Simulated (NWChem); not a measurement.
# One shape, several levels: singlet [GaH2O2]+

We compute a comparison of 6 runs (HF/STO-3G, HF/def2-SVPD, B3LYP/def2-SVPD, PBE/def2-SVPD, MP2/def2-SVPD, CCSD(T)/def2-SVPD) of singlet [GaH2O2]+. 

The calculation is run with NWChem 7.3.0.

4 further runs of the same task are left out: 1 that didn't finish, 3 set aside as unsound or not needed.

## (1) The structure to begin with

[GaH2O2]+: 5 atoms, total charge +1, spin state singlet. As SMILES of the parent species, `[OH][Ga][OH]`. The coordinates come from a PBE0-D4/def2-TZVP relaxation. This is one conformer, not always the lowest. That shape belongs to the parent species and isn't relaxed for this state.

Bond lengths: O1–Ga2 1.804 Å, Ga2–O3 1.795 Å, O1–H4 0.960 Å, O3–H5 0.963 Å. Angles: O1–Ga2–O3 114.9°, Ga2–O1–H4 114.9°, Ga2–O3–H5 111.1°.

## (2) The energy at HF/STO-3G (run 1)

gah2o2.nw reads:

```
start gah2o2
title "GaH2O2 hf"
memory 2200 mb
charge 1

geometry noautosym nocenter noautoz
  O       -0.370600       0.021600      -1.274400
  Ga      -0.311700      -0.753800       0.353600
  O        0.618200       0.154900       1.591100
  H       -0.867400      -0.464600      -1.936500
  H        0.981500       0.968200       1.224700
end

basis spherical bse
  * library STO-3G
end

scf
  thresh 1e-08
  maxiter 80
end

task scf energy
```

Command:

```bash
$ nwchem gah2o2.nw > gah2o2.out
```

The log of the run:

```text
[...]
  functions       =    30
[...]
  wavefunction    = RHF
[...]
         Total SCF energy =  -2049.494800273284
      One-electron energy =  -3221.264176709024
      Two-electron energy =    989.338071105913
 Nuclear repulsion energy =    182.431305329826
        Time for solution =      4.5s
[...]
```

Run time: 5.4 s. Hardware: 1 thread of AMD EPYC 7R43 (Zen 3), shared host; peak memory 0.094 GiB.

## (3) The energy at HF/def2-SVPD (run 2)

mymol.nw reads:

```
start mymol
title "GaH2O2 energy"
memory 2200 mb
charge 1

geometry units angstroms noautosym nocenter noautoz
O     -0.370600     0.021600    -1.274400
Ga    -0.311700    -0.753800     0.353600
O      0.618200     0.154900     1.591100
H     -0.867400    -0.464600    -1.936500
H      0.981500     0.968200     1.224700
end

basis spherical bse
* library def2-SVPD
end

scf
thresh 1e-08
maxiter 80
end

task scf energy
```

Command:

```bash
$ nwchem mymol.nw > mymol.out
```

The log of the run:

```text
[...]
  functions       =   100
[...]
  wavefunction    = RHF
[...]
         Total SCF energy =  -2073.490186873586
      One-electron energy =  -3242.706045542716
      Two-electron energy =    986.784553339304
 Nuclear repulsion energy =    182.431305329826
        Time for solution =     32.7s
[...]
```

It took 34 s on 1 thread of AMD EPYC 7R43 (Zen 3), shared host; peak memory 0.096 GiB.

Runs 3 to 5 aren't shown in full; the table further down has their settings and results.

## (4) A single-point energy at CCSD(T)/def2-SVPD (run 6)

sp.nw reads:

```
start sp
title "GaH2O2"
memory stack 880 mb heap 220 mb global 1100 mb
charge 1
geometry units angstrom noautosym nocenter noautoz
  O    -0.370600    0.021600   -1.274400
  Ga   -0.311700   -0.753800    0.353600
  O     0.618200    0.154900    1.591100
  H    -0.867400   -0.464600   -1.936500
  H     0.981500    0.968200    1.224700
end
basis spherical bse
  * library def2-SVPD
end
scf
  singlet
  rhf
  thresh 1e-08
  maxiter 80
end
ccsd
  freeze core 11
  maxiter 60
end
task ccsd(t) energy
```

Command:

```bash
$ nwchem sp.nw > sp.out
```

The log of the run:

```text
[...]
  functions       =   100
[...]
  wavefunction    = RHF
[...]
         Total SCF energy =  -2073.490186873586
      One-electron energy =  -3242.706045542716
      Two-electron energy =    986.784553339304
 Nuclear repulsion energy =    182.431305329826
        Time for solution =     31.2s
[...]
 Total MP2 energy:          -2074.095594062689088
[...]
             energy      energy      error      ampl     ampl      Block
                                                time     time      time
[...]
 Total CCSD energy:          -2074.087256241404702
[...]
 Total CCSD+T(CCSD) energy:          -2074.112243236330414
[...]
 Total CCSD(T) energy:               -2074.108399603205726
[...]
```

Run time: 5.3 min. Hardware: 1 thread of AMD EPYC 7R43 (Zen 3), shared host; peak memory 0.33 GiB.

## (5) The series

| run | level | iteration cap | module | energy (Eh) | HOMO energy (eV) | LUMO energy (eV) | HOMO–LUMO gap (eV) | wall time |
| --- | --- | --- | --- | --- | --- | --- | --- | --- |
| 1 | HF/STO-3G | 80 | scf | -2049.494800 | -16.67 | -5.28 | 11.39 | 5.4 s |
| 2 | HF/def2-SVPD | 80 | scf | -2073.490187 | -19.47 | -8.27 | 11.20 | 34 s |
| 3 | B3LYP/def2-SVPD | 100 | dft | -2075.893952 | – | – | – | 22 s |
| 4 | PBE/def2-SVPD | 100 | dft | -2075.406543 | – | – | – | 26 s |
| 5 | MP2/def2-SVPD | 80 | mp2 | -2074.095594 | -19.47 | -8.27 | 11.20 | 38 s |
| 6 | CCSD(T)/def2-SVPD | 80 | ccsd(t) | -2074.108400 | -19.47 | -8.27 | 11.20 | 5.3 min |

## (6) Results

| quantity | value |
| --- | --- |
| run 6: total energy | -2074.10840 Eh |
| run 6: HOMO energy (Hartree–Fock orbitals) | -19.47 eV |
| run 6: LUMO energy (Hartree–Fock orbitals) | -8.27 eV |
| run 6: HOMO–LUMO gap (Hartree–Fock orbitals) | 11.20 eV |
| run 6: correlation energy (11 core orbitals frozen) | -618.2 mEh |
| run 6: (T) correction | -21.14 mEh |

**Reading.** Below the HF energy at the same shape and in the same basis (def2-SVPD): MP2 -605.4 mEh; CCSD(T) -618.2 mEh. Totals of different functionals can't be ranked against each other. In run 1 the basis is minimal, so the values are rough. All runs together took 7.4 min, the longest 5.3 min.
